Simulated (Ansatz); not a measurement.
# BaB: the cost of one run

Computed with Ansatz 0.2.0 (DFT PBE, scalar-relativistic, plane waves, PAW, unless a step's input says otherwise).

1 further run of the same task is left out (it didn't finish). Runs told in other sessions of the task aren't counted.

## Step 1: The structure to begin with

The structure is cubic, space group Fm-3m (No. 225). The conventional cell has a = 6.166 Å, b = 6.166 Å, c = 6.166 Å, α = 90.00°, β = 90.00°, γ = 90.00°. Ba (site symmetry m-3m) is surrounded by 6 B at 3.08 Å. B (site symmetry m-3m) has 6 Ba at 3.08 Å in its first shell of neighbours.

As a file:

```cif
data_structure
_symmetry_space_group_name_H-M 'Fm-3m'
_symmetry_Int_Tables_number 225
_cell_length_a 6.1656
_cell_length_b 6.1656
_cell_length_c 6.1656
_cell_angle_alpha 90.000
_cell_angle_beta 90.000
_cell_angle_gamma 90.000
_cell_volume 234.38
loop_
_atom_site_label
_atom_site_type_symbol
_atom_site_symmetry_multiplicity
_atom_site_Wyckoff_symbol
_atom_site_fract_x
_atom_site_fract_y
_atom_site_fract_z
_atom_site_occupancy
Ba1 Ba 4 b 0.50000 0.00000 0.00000 1
B1 B 4 a 0.00000 0.00000 0.00000 1
```

This cell comes from an earlier session at PBE: 29.298 Å³/atom at 0.00 GPa, on a 10×10×10 mesh.

The changes: atom 2 (B) moved 0.05 Å along x; atom 1 (Ba) moved 0.02 Å along x; strain e6 = -0.01, atoms carried along; strain e1 = +0.02, atoms carried along; all atoms moved at random (σ = 0.15 Å), cell strained at random (1 %); all atoms moved at random (σ = 0.1 Å), cell strained at random (1 %).

## Step 2: Atom 2 (B) moved 0.05 Å along x

input.yaml

```yaml
crystal:
  lattice:
    - [0.0, 3.0827929264, 3.0827929264]
    - [3.0827929264, 0.0, 3.0827929264]
    - [3.0827929264, 3.0827929264, 0.0]
  atoms:
    - { symbol: Ba, position: [0.5, 0.5, 0.5] }
    - { symbol: B, position: [-0.0081095294, 0.0081095294, 0.0081095294] }
basis:
  ecutwfc: 420
  ecutrho_ratio: 4
kpoints:
  mp_grid: { grid: [10, 10, 10] }
hamiltonian:
  xc: pbe
scf:
  occupations: { method: gaussian, width: 0.05 }
output:
  forces: true
  stress: true
  eigenvalues: true
  write_density: true
  write_potential: true
  elf: true
  volumetric_format: npy
```

The run is started by

```console
> ansatz run input.yaml --threads 2 --pin off --max-ram 2662MiB --backend cpu --events-out ev --progress --plain --runs-dir out
```

Q: Estimate wall time and peak memory on 2 threads of Arm Neoverse V2, shared host.

About 4.8 s, with a peak of 0.39 GiB.
